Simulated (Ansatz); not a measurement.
# C₄H₁₂ClNOSeTi: small, medium and large basis sets

An exercise on one series of results from a longer session: the logs are not shown, and one member is left open.

Program: Ansatz 0.2.0, Gaussian basis. Level of theory: one geometry, several basis sets. These are calculated values, not measurements.

The runs, in order: PBE0-D4/def2-SVP; ωB97M-V/def2-SVP; PBE0-D4/def2-QZVPP; ωB97M-V/def2-QZVPP; the functionals' def2-TZVPP values are taken from earlier runs.

## The relaxed structure

The geometry comes from an earlier relaxation with PBE0-D4 in a triple-zeta def2 set; it is a stationary point, not always the lowest conformer.

21 atoms, charge 0, spin multiplicity 1.

Atoms are counted from 1 here; the program's logs count them from 0.

Bond lengths: C1–O2 1.392 Å, C1–H10 1.095 Å, C1–H11 1.094 Å, C1–H12 1.094 Å, O2–Ti3 1.758 Å, Ti3–Cl4 2.240 Å, Ti3–Se5 2.419 Å, Ti3–N7 1.849 Å, Se5–C6 1.966 Å, C6–H13 1.089 Å, C6–H14 1.089 Å, C6–H15 1.088 Å, N7–C8 1.439 Å, N7–C9 1.446 Å, C8–H16 1.098 Å, C8–H17 1.098 Å, C8–H18 1.090 Å, C9–H19 1.097 Å and more. Angles: O2–C1–H10 110.3°, O2–C1–H11 110.2°, O2–C1–H12 109.8°, H10–C1–H11 109.2°, H10–C1–H12 108.8°, H11–C1–H12 108.5°, C1–O2–Ti3 154.8°, O2–Ti3–Cl4 113.8°, O2–Ti3–Se5 107.6°, O2–Ti3–N7 109.0°, Cl4–Ti3–Se5 109.9°, Cl4–Ti3–N7 114.7°, Se5–Ti3–N7 101.0°, Ti3–Se5–C6 96.7°, Se5–C6–H13 107.1°, Se5–C6–H14 110.7°, Se5–C6–H15 109.7°, H13–C6–H14 109.2° and more.

Set-up of the first run:

The input, in.yaml:

```yaml
crystal:
  periodic: [false, false, false]
  atoms:
    - {symbol: C, position_ang: [0.885360, -1.599279, -2.260097]}
    - {symbol: O, position_ang: [0.057184, -1.152638, -1.233949]}
    - {symbol: Ti, position_ang: [-0.630677, 0.053074, -0.155472]}
    - {symbol: Cl, position_ang: [-2.772678, 0.540674, -0.595097]}
    - {symbol: Se, position_ang: [0.720612, 2.050700, -0.337957]}
    - {symbol: C, position_ang: [0.121602, 2.570319, -2.136912]}
    - {symbol: N, position_ang: [-0.292923, -0.440820, 1.593763]}
    - {symbol: C, position_ang: [0.538910, -1.502792, 2.095932]}
    - {symbol: C, position_ang: [-0.945314, 0.337183, 2.623786]}
    - {symbol: H, position_ang: [1.727812, -0.913104, -2.395437]}
    - {symbol: H, position_ang: [0.323304, -1.667230, -3.196448]}
    - {symbol: H, position_ang: [1.274770, -2.592148, -2.015469]}
    - {symbol: H, position_ang: [0.709098, 3.438151, -2.432263]}
    - {symbol: H, position_ang: [0.293456, 1.763071, -2.847006]}
    - {symbol: H, position_ang: [-0.935067, 2.828219, -2.111274]}
    - {symbol: H, position_ang: [-0.045643, -2.202582, 2.707386]}
    - {symbol: H, position_ang: [1.344476, -1.102176, 2.724677]}
    - {symbol: H, position_ang: [0.988298, -2.056133, 1.271428]}
    - {symbol: H, position_ang: [-0.205038, 0.813071, 3.278808]}
    - {symbol: H, position_ang: [-1.558077, 1.128816, 2.183731]}
    - {symbol: H, position_ang: [-1.599485, -0.294345, 3.237870]}
basis:
  gaussian: {orbitals: def2-SVP}
hamiltonian: {xc: pbe0, dispersion: d4}
output: {orbitals: {seedname: orbitals}}
```

Steps of the session up to this table: PBE0-D4 in def2-SVP; ωB97M-V in def2-SVP; PBE0-D4 in def2-QZVPP; ωB97M-V in def2-QZVPP.

One table of the session follows, with a row left open; its other results are not shown here.

It belongs to the step «Functionals by basis». 

```
functional       basis  HOMO (eV)  LUMO (eV)
   PBE0-D4    def2-SVP      -6.28      -1.67
   PBE0-D4  def2-TZVPP      -6.40      -1.73
   PBE0-D4  def2-QZVPP      -6.42      -1.75
   ωB97M-V    def2-SVP      -8.35       0.46
   ωB97M-V  def2-TZVPP      -8.50       0.36
   ωB97M-V  def2-QZVPP          ?          ?
```

**Question.** Estimate the row for ωB97M-V, def2-QZVPP.

The run gave: HOMO (eV): -8.52; LUMO (eV): 0.32. In the column «HOMO (eV)» it is the lowest.
